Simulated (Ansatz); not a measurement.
# Cl2HZn: the cost of one run

All numbers below are computed with Ansatz 0.2.0 (UHF/def2-SVP).

**1. The structure to begin with**

Bond lengths: Zn1–Cl2 2.490 Å, Zn1–Cl3 2.240 Å. Angles: Cl2–Zn1–Cl3 180.0°.

As a file:

```xyz
4

Zn    0.0000    0.0000    0.0000
Cl    0.0000    0.0000    2.4900
Cl    0.0000    0.0000   -2.2400
H     0.0000    0.0000    4.1600
```

**2. A restrained relaxation towards end A**

Springs on the bonds that form and break draw the guess towards this end; the thresholds are loose.

input.yaml

```yaml
crystal:
  periodic: [false, false, false]
  atoms:
    - { symbol: Zn, position_ang: [0.0, 0.0, 0.0] }
    - { symbol: Cl, position_ang: [0.0, 0.0, 2.49] }
    - { symbol: Cl, position_ang: [0.0, 0.0, -2.24] }
    - { symbol: H, position_ang: [0.0, 0.0, 4.16] }
magnetization:
  spin_polarized: true
  initial_magnetization: 1
basis:
  gaussian: { orbitals: def2-SVP }
hamiltonian:
  xc: hf
relax:
  f_tol: 0.15
  max_steps: 25
  restrain:
    - { distance: [1, 3], at: 2.57, k: 30.0 }
    - { distance: [0, 1], at: 2.24, k: 30.0 }
```

The run is started by

```
ansatz run input.yaml --threads 1 --pin off --max-ram 2048MiB --backend cpu --events-out ev --progress --plain --runs-dir out
```

Q: Estimate wall time and peak memory on 1 thread of Arm Neoverse V1, shared host.

About 11 s, with a peak of 0.17 GiB.
